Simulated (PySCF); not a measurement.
# H2NTa: changing the method

What do other methods print for H2NTa?

Computed with PySCF 2.14.0. Level: each script names its method and basis.

2 further runs of the same task are left out: 2 that didn't finish.

## 1. The starting structure

H2NTa: 4 atoms, charge 0, spin multiplicity 1.

Bond lengths: Ta1–N2 1.729 Å, Ta1–H3 1.828 Å, Ta1–H4 1.828 Å. Angles: N2–Ta1–H3 98.4°, N2–Ta1–H4 98.4°, H3–Ta1–H4 104.4°.

Coordinates:

```
Ta    0.0523    0.0907    0.0602
N    -0.7341   -1.2715   -0.6589
H     1.6505   -0.0301   -0.8182
H    -0.8513    1.4143   -0.8182
```

## 2. Base script

Contents of input.py:

```python
from pyscf import gto, dft

mol = gto.M(
    atom='Ta 0.0523 0.0907 0.0602; N -0.7341 -1.2715 -0.6589; H 1.6505 -0.0301 -0.8182; H -0.8513 1.4143 -0.8182',
    basis='lanl2dz',
    ecp={'Ta': 'lanl2dz'},
    charge=0,
    spin=0,
    verbose=3,
)
mf = dft.RKS(mol, xc='hse06')
mf.kernel()
mf.dip_moment()
print('orbital energies (hartree):', mf.mo_energy[..., max(0, mol.nelec[1]-3):mol.nelec[0]+3].round(4))
```

Command:

```bash
$ python input.py
```

## 3. MP2 (RHF)

Edit 1 changes step after the SCF: none → mp2; SCF type: RKS → RHF; functional: hse06 → none (Hartree–Fock); frozen orbitals: none → 1.

Edit input.py of step 2 so:

```diff
@@ -1,2 +1,2 @@
-from pyscf import gto, dft
+from pyscf import gto, scf, mp
 
@@ -10,4 +10,5 @@
 )
-mf = dft.RKS(mol, xc='hse06')
+mf = scf.RHF(mol)
 mf.kernel()
+mp.MP2(mf, frozen=1).kernel()
 mf.dip_moment()
```

## 4. R2scan

Edit 2 changes functional: hse06 → r2scan.

Edit input.py of step 2 so:

```diff
@@ -10,3 +10,3 @@
 )
-mf = dft.RKS(mol, xc='hse06')
+mf = dft.RKS(mol, xc='r2scan')
 mf.kernel()
```

## 5. Pw91

Edit 3 changes functional: hse06 → pw91.

Edit input.py of step 2 so:

```diff
@@ -10,3 +10,3 @@
 )
-mf = dft.RKS(mol, xc='hse06')
+mf = dft.RKS(mol, xc='pw91')
 mf.kernel()
```

## 6. Population analysis

Edit 4 changes step after the SCF: none → analyze.

Edit input.py of step 2 so:

```diff
@@ -12,2 +12,3 @@
 mf.kernel()
+mf.mulliken_pop()
 mf.dip_moment()
```

## 7. NEVPT2 (RHF)

Edit 5 changes step after the SCF: none → nevpt2; SCF type: RKS → RHF; functional: hse06 → none (Hartree–Fock); active space: none → 6 electrons in 6 orbitals.

Edit input.py of step 2 so:

```diff
@@ -1,2 +1,2 @@
-from pyscf import gto, dft
+from pyscf import gto, scf, mcscf, mrpt
 
@@ -10,4 +10,8 @@
 )
-mf = dft.RKS(mol, xc='hse06')
+mf = scf.RHF(mol)
 mf.kernel()
+mc = mcscf.CASSCF(mf, 6, 6)
+mc.kernel()
+mc.analyze()
+mrpt.NEVPT(mc).kernel()
 mf.dip_moment()
```

Before running it: what results should come out? Wanted: for each run, E(SCF); from base; SCF dipole; after the SCF.

The runs gave:

| run | E(SCF) (hartree) | from base (eV) | SCF dipole (D) | after the SCF |
| --- | --- | --- | --- | --- |
| base | -113.566509 | 0 | 6.01 | n/a |
| MP2 (RHF) | -112.663363 | not comparable | 7.47 | MP2 correlation -9.365 eV, core frozen |
| r2scan | -113.639545 | not comparable | 5.86 | n/a |
| pw91 | -113.688325 | not comparable | 5.44 | n/a |
| population analysis | -113.566509 | 0.0000 | 6.01 | n/a |
| NEVPT2 (RHF) | -112.663363 | not comparable | 7.47 | NEVPT2 correlation -8.117 eV (from the SCF energy, the CASSCF gain included) |

In words: A lower total energy from another functional means nothing by itself.
